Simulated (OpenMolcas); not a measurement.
# Ni²⁺ among point charges: CASSCF and CASPT2 levels and susceptibility

How does a field of 6 point charges split the states of Ni²⁺, and what χT follows?

Method: state-averaged CASSCF and CASPT2, spin-orbit coupling by RASSI with atomic mean-field integrals. Code: OpenMolcas 26.06.

## (1) The atom as given

| Quantity | Value |
| --- | --- |
| Species | Ni²⁺ (nickel, Z = 28, 26 electrons) |
| Basis | ANO-RCC-VDZP [5s4p2d1f], 34 functions |
| Scalar Hamiltonian | DKH2, point nucleus |
| Inactive shells | 1s 2s 2p 3s 3p |
| Active space | 8 electrons in 5 orbitals (3d) |
| Some configurations of this space | 3d⁸ |
| Orbitals | optimised for each spin and parity, averaged over all roots |

The outer shells:

3d8
```
3d [↑↓][↑↓][↑↓][↑ ][↑ ]
```

The ion sits among 6 point charges of -1.3 e arranged as an octahedron (Oh), 2.14 Å from the ion.

Each step is its own input file, run in one work folder so that later steps find the files of earlier ones. Labels, J, g values, rates, χT and fits are worked out afterwards by a script from the matrices that RASSI stores. The input lists half of the charges; inversion (Group=XYZ) makes the rest.

## (2) Basis and integrals

a.inp reads:

```
&GATEWAY
Coord
1

Ni 0.0 0.0 0.0
Basis=ANO-RCC-VDZP
Group=XYZ
NoMove
AngMom=0.0 0.0 0.0
AMFI
XField
3 Angstrom 0
2.140000 0.000000 0.000000 -1.300000
0.000000 2.140000 0.000000 -1.300000
0.000000 0.000000 2.140000 -1.300000
&SEWARD
```

Command:

```bash
> OMP_NUM_THREADS=1 MOLCAS_MEM=1689 MOLCAS_PROJECT=a pymolcas a.inp > a.log
```

## (3) CASSCF: triplets of even parity, 10 roots

a.inp reads:

```
&RASSCF
FileOrb=start.orb
Symmetry=1
Spin=3
nActEl=8 0 0
Inactive=3 6
Ras2=5 0
CIRoot=10 10 1
SDav=10
CIMx=300
Iter=120 100
PrWF=0.3
OrbListing=Nothing
MaxOrb=0
>>> COPY $Project.JobIph JOB001
```

start.orb holds the contracted functions of the basis, ordered by shell, or the orbitals of the step before.

## (4) CASSCF: singlets of even parity, 15 roots

a.inp reads:

```
&RASSCF
FileOrb=start.orb
Symmetry=1
Spin=1
nActEl=8 0 0
Inactive=3 6
Ras2=5 0
CIRoot=15 15 1
SDav=15
CIMx=300
Iter=120 100
PrWF=0.3
OrbListing=Nothing
MaxOrb=0
>>> COPY $Project.JobIph JOB002
```

## (5) State interaction with spin-orbit coupling

a.inp reads:

```
&RASSI
NrOfJobIphs=2 10 15
1 2 3 4 5 6 7 8 9 10
1 2 3 4 5 6 7 8 9 10 11 12 13 14 15
IphNames
JOB001
JOB002
EJob
SpinOrbit
DIPRint=1.0
SOCoupling=1000.0
Subsets=2
Property=9
'ANGMOM' 1 'ANGMOM' 2 'ANGMOM' 3 'MLTPL  1' 1 'MLTPL  1' 2 'MLTPL  1' 3
'AMFI' 1 'AMFI' 2 'AMFI' 3
SOProperty=3
'ANGMOM' 1 'ANGMOM' 2 'ANGMOM' 3
```

## (6) CASPT2: IPEA 0.25, imaginary shift 0.1 (closed shells correlated: 3s 3p)

a.inp reads:

```
>>> COPY JOB001 $Project.JobIph
&CASPT2
Multistate=10 1 2 3 4 5 6 7 8 9 10
NoMult
Frozen=2 3
IPEA=0.25
Imaginary=0.1
MaxIter=60
WThr=0.0 0.3 0.05
PrWF=0.5
NoMix
>>> COPY JOB002 $Project.JobIph
&CASPT2
Multistate=15 1 2 3 4 5 6 7 8 9 10 11 12 13 14 15
NoMult
Frozen=2 3
IPEA=0.25
Imaginary=0.1
MaxIter=60
WThr=0.0 0.3 0.05
PrWF=0.5
NoMix
```

(Steps that only read results are left out.)

**Question.** What will these runs give? Wanted: spin-free ground state; first state of the same spin within the active space; lowest level; next level.

As calculated:

```
                                            quantity                                                                        value
                                              method  SS-CASPT2, IPEA 0.25, imaginary shift 0.1 (closed shells correlated: 3s 3p)
                              spin-free ground state                                              3A2, 1-fold in its orbital part
first state of the same spin within the active space                                                             3T2 at 2460 cm⁻¹
                                        lowest level                                                                    3-fold T2
                                          next level                                                                  2155.0 cm⁻¹
                                         χT at 300 K                                                               2.21 cm³ K/mol
                           effective moment at 300 K                                                                      4.20 μB
```

Cost by method:

| method | time of its own steps | time with the reference |
| --- | --- | --- |
| A. CASSCF | 5.6 s | 5.6 s |
| B. SS-CASPT2, IPEA 0.25, imaginary shift 0.1, +3s 3p | 1.9 s | 7.5 s |

Times are of one thread on a shared host.

In words: The spin-free ground state (3A2) comes to 100 % from free-ion F terms and keeps the highest spin of the shell. χT at 300 K is 2.21, against 1.00 cm³ K/mol for the spin alone, so orbital moment adds to it. CASPT2 does not keep the components of a term degenerate, and the means are used. The field of point charges can differ much from that of real complexes. Point charges carry no covalency, so the field is a model and not that of real ligands.
